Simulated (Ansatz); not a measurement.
**GaHO (triplet): the correlation ladder, cc-pVDZ**

The task here is to estimate one member of a computed series from the others.

Program: Ansatz 0.2.0, Gaussian basis. Level of theory: cc-pVDZ, core rule «outside noble gas», up to 15 orbitals frozen. These are calculated values, not measurements.

Plan: UHF; CCSD(T) on ROHF; CCSD(T) on UHF; BCCD(T) on ROHF; CISD; CCSDT(Q) on ROHF; CCSDT(Q) on UHF; CCSDTQ on ROHF; CCSDTQ on UHF.

10 further runs of the same task are left out: 7 for a known fault of the program, 3 set aside as unsound or not needed.

## The system

The geometry is a PBE0/def2-TZVP stationary point (not a proven minimum) of the parent state, kept for this charge and spin. No spin-orbit coupling is included. The filled d shell of Ga may be among the frozen orbitals whatever the setting's name suggests; the logs give the count.

3 atoms, charge 0, spin multiplicity 3.

Atoms are counted from 1 here; the program's logs count them from 0.

Bond lengths: O1–Ga2 1.639 Å, Ga2–H3 1.524 Å. Angles: O1–Ga2–H3 180.0°.

The first run:

in.yaml

```yaml
crystal:
  periodic: [false, false, false]
  atoms:
    - {symbol: O, position_ang: [0.000000, 0.000000, 1.600600]}
    - {symbol: Ga, position_ang: [0.000000, 0.000000, -0.038400]}
    - {symbol: H, position_ang: [0.000000, 0.000000, -1.562200]}
basis:
  gaussian: {orbitals: cc-pVDZ}
magnetization: {spin_polarized: true, initial_magnetization: 2}
hamiltonian: {xc: hf}
output: {orbitals: {seedname: orbitals}}
```

Run with:

```console
ansatz run in.yaml --threads 1 --pin off --events-out ev --progress --plain --max-ram 4096MiB --backend cpu
```

Among the steps run: UHF; CCSD(T) on ROHF; CCSD(T) on UHF; BCCD(T) on ROHF; CISD; CCSDT(Q) on ROHF; CCSDT(Q) on UHF; CCSDTQ on ROHF; CCSDTQ on UHF.

One of the session's tables, all rows but one given; the rest of the session is left out.

It belongs to the step «Misses and costs». 

```
   method  from RCCSDT(Q) (meV)
     ROHF               +6287.0
      UHF               +6110.5
     RMP2               +1020.7
     UMP2               +1023.7
    RCCSD                +362.8
    UCCSD                +356.9
 RCCSD(T)                +224.6
 UCCSD(T)                     ?
  BCCD(T)                +225.4
   RCCSDT                 +64.6
   UCCSDT                 +65.9
RCCSDT(Q)                     0
UCCSDT(Q)                  +0.4
  RCCSDTQ                  +9.6
  UCCSDTQ                  +8.3
```

Q: Estimate the row for UCCSD(T) from the others.

**Answer.** from RCCSDT(Q) (meV): +222.0. In the column «from RCCSDT(Q) (meV)» it lies between UCCSDT (+65.9) and RCCSD(T) (+224.6).

To keep in mind: The report flags that the cluster equations may have other roots. The program flags RCCSDT(Q), UCCSDT(Q), RCCSDTQ, UCCSDTQ as in doubt, so the zero of the table is itself unsure. Warnings: coupled cluster took another determinant than the lowest. Restricted and unrestricted rows rest on different reference determinants; where their highest levels disagree by more than a few hundredths of an eV, they describe different states and don't form one ladder.
